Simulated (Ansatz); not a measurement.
# YSn3: the cost of one run

Program: Ansatz 0.2.0. Level of theory: DFT PBEsol, scalar-relativistic, plane waves, PAW. These are calculated values, not measurements.

1 further run of the same task is left out (set aside as unsound or not needed).

## (1) The starting structure

Symmetry: Pm-3m, No. 221, cubic system. Conventional cell: a = 4.647 Å, b = 4.647 Å, c = 4.647 Å, α = 90.00°, β = 90.00°, γ = 90.00°. Y (site symmetry m-3m) has 12 Sn at 3.29 Å as nearest neighbours. Around Sn (site symmetry 4/mmm) lie 4 Y at 3.29 Å and 8 Sn at 3.29 Å.

Coordinates:

```cif
data_structure
_symmetry_space_group_name_H-M 'P 1'
_symmetry_Int_Tables_number 1
_cell_length_a 4.6471
_cell_length_b 4.6471
_cell_length_c 4.6471
_cell_angle_alpha 90.000
_cell_angle_beta 90.000
_cell_angle_gamma 90.000
_cell_volume 100.36
loop_
_atom_site_label
_atom_site_type_symbol
_atom_site_fract_x
_atom_site_fract_y
_atom_site_fract_z
_atom_site_occupancy
Y1 Y 0.00000 0.00000 0.00000 1
Sn1 Sn 0.00000 0.50000 0.50000 1
Sn2 Sn 0.50000 0.00000 0.50000 1
Sn3 Sn 0.50000 0.50000 0.00000 1
```

This cell was relaxed beforehand with the same method: volume 25.09 Å³/atom, gap on the mesh none (metal).

## (2) Static run: bands, density of states and charges

input.yaml

```yaml
crystal:
  lattice:
    - [4.6471340281, 0.0, 0.0]
    - [0.0, 4.6471340281, 0.0]
    - [0.0, 0.0, 4.6471340281]
  atoms:
    - { symbol: "Y", position: [0.0, 0.0, 0.0] }
    - { symbol: Sn, position: [0.0, 0.5, 0.5] }
    - { symbol: Sn, position: [0.5, 0.0, 0.5] }
    - { symbol: Sn, position: [0.5, 0.5, 0.0] }
basis:
  ecutwfc: 420
kpoints:
  mp_grid: { grid: [10, 10, 10] }
  band_path:
    path:
      - [[0.0, 0.0, 0.0], [0.0, 0.5, 0.0], [0.5, 0.5, 0.0], [0.0, 0.0, 0.0], [0.5, 0.5, 0.5], [0.0, 0.5, 0.0]]
      - [[0.5, 0.5, 0.5], [0.5, 0.5, 0.0]]
    npoints: 14
hamiltonian:
  xc: pbesol
scf:
  occupations: { method: gaussian, width: 0.1 }
  n_extra_bands: 10
output:
  forces: true
  stress: true
  eigenvalues: true
  populations: true
  dos: { projected: true, de: 0.02, nscf_kmesh: { grid: [15, 15, 15] } }
  bader: true
  write_density: true
  write_potential: true
  elf: true
  volumetric_format: npy
```

The run is started by

```sh
$ ansatz run input.yaml --threads 1 --pin off --max-ram 2560MiB --backend cpu --events-out ev --progress --plain --runs-dir out
```

What time and memory should one allow on 1 thread of Arm Neoverse V1, shared host?

About 44 s, with a peak of 0.52 GiB.
